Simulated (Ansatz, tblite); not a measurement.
# GeMeCl3 (CH₃Cl₃Ge): rung by rung

Aim: run the singlet of GeMeCl3 (CH₃Cl₃Ge) at one geometry on many levels, and compare frontier levels, spin and run time.

Program: Ansatz 0.2.0, Gaussian basis. Level of theory: as each input shows. These are calculated values, not measurements.

Levels to be run: GFN1-xTB, GFN2-xTB, PBE-D4/def2-TZVP, r2SCAN-D4/def2-TZVP, LC-ωPBE/def2-TZVP, BHLYP-D4/def2-TZVP, ωB97M-V/def2-TZVP, PBE-D4/def2-SVP, PBE0-D4/def2-SVP, HF/STO-3G, HF/6-31G, B3LYP-D4/6-31G, PBE0-D4/def2-TZVPD, PBE-D4/def2-TZVPD, LC-ωPBE/def2-TZVPD, CCSD(T)/def2-TZVP, RPA/def2-TZVP.

2 further runs of the same task are left out: 2 set aside as unsound or not needed.

**1. The relaxed structure**

The singlet was relaxed beforehand with r2SCAN-D4/def2-SVP.

8 atoms, charge 0, spin multiplicity 1.

Bond lengths: Ge1–C2 1.926 Å, Ge1–Cl6 2.150 Å, Ge1–Cl7 2.150 Å, Ge1–Cl8 2.150 Å, C2–H3 1.099 Å, C2–H4 1.099 Å, C2–H5 1.099 Å. Angles: C2–Ge1–Cl6 111.2°, C2–Ge1–Cl7 111.2°, C2–Ge1–Cl8 111.2°, Cl6–Ge1–Cl7 107.7°, Cl6–Ge1–Cl8 107.7°, Cl7–Ge1–Cl8 107.7°, Ge1–C2–H3 109.1°, Ge1–C2–H4 109.1°, Ge1–C2–H5 109.1°, H3–C2–H4 109.8°, H3–C2–H5 109.8°, H4–C2–H5 109.8°.

PBE0-D4/def2-TZVP was run before; its log isn't repeated, and its numbers join the tables.

**2. GFN1-xTB**

Tight binding, by tblite at 300 K electronic temperature and without a spin-polarisation term:

```python
tblite.interface.Calculator('GFN1-xTB', numbers, positions, charge=0, uhf=0).singlepoint()
```

Energy -498.2797 eV, HOMO -12.32 eV, LUMO -6.28 eV; 0.011 s.

**3. GFN2-xTB**

Tight binding, by tblite at 300 K electronic temperature and without a spin-polarisation term:

```python
tblite.interface.Calculator('GFN2-xTB', numbers, positions, charge=0, uhf=0).singlepoint()
```

Energy -527.7547 eV, HOMO -11.94 eV, LUMO -6.26 eV; 0.009 s.

**4. PBE-D4/def2-TZVP**

start.molden holds the orbitals of an earlier run on this state, given as this run's starting guess.

Contents of in.yaml:

```yaml
crystal:
  periodic: [false, false, false]
  atoms:
    - {symbol: Ge, position_ang: [-0.001821, 0.002348, -0.806043]}
    - {symbol: C, position_ang: [0.002556, -0.003253, 1.119475]}
    - {symbol: H, position_ang: [-1.034457, 0.036524, 1.481510]}
    - {symbol: H, position_ang: [0.557666, 0.874074, 1.480295]}
    - {symbol: H, position_ang: [0.486934, -0.923514, 1.475201]}
    - {symbol: Cl, position_ang: [2.000667, -0.024886, -1.588195]}
    - {symbol: Cl, position_ang: [-0.980214, 1.755093, -1.576138]}
    - {symbol: Cl, position_ang: [-1.031322, -1.716397, -1.586084]}
basis:
  gaussian: {orbitals: def2-TZVP, initial_orbitals: start.molden}
hamiltonian: {xc: pbe, dispersion: d4}
scf: {omitted_lower_state_checks: [starts]}
output: {forces: true, orbitals: {seedname: orbitals}}
```

Started as:

```
> ansatz run in.yaml --threads 4 --pin off --events-out ev --progress --plain --max-ram 4787MiB
```

The runs that follow: r2SCAN-D4/def2-TZVP; LC-ωPBE/def2-TZVP; BHLYP-D4/def2-TZVP; ωB97M-V/def2-TZVP; PBE-D4/def2-SVP; PBE0-D4/def2-SVP; HF/STO-3G; HF/6-31G; B3LYP-D4/6-31G; PBE0-D4/def2-TZVPD; PBE-D4/def2-TZVPD; LC-ωPBE/def2-TZVPD; CCSD(T)/def2-TZVP; RPA/def2-TZVP.

**Question.** What will the summary of the whole plan be? Wanted: gap in def2-TZVP, named functionals, smallest and largest; correlation energy, CCSD(T)/def2-TZVP; binding an atom, CCSD(T)/def2-TZVP; PBE0 total energy, smallest basis above largest.

The runs gave:

| quantity | value |
| --- | --- |
| gap in def2-TZVP, named functionals, smallest and largest | 5.46 eV (PBE-D4), 13.00 eV (LC-ωPBE) |
| correlation energy, CCSD(T)/def2-TZVP | -29.11 eV |
| binding an atom, CCSD(T)/def2-TZVP | 3.329 eV |
| PBE0 total energy, smallest basis above largest | 21.38 eV (def2-SVP, def2-TZVPD) |

In words: Orbital gaps of the named functionals in def2-TZVP span 5.46 eV (PBE-D4) to 13.00 eV (LC-ωPBE); exact exchange widens it. A small miss in a minimal or small basis is a cancelling of errors, not accuracy. The functionals in def2-TZVP miss CCSD(T)/def2-TZVP by -0.011 (BHLYP-D4) to +0.159 eV (PBE-D4) an atom. CCSD(T)/def2-TZVP isn't at the basis-set limit; small misses against it rank nothing.
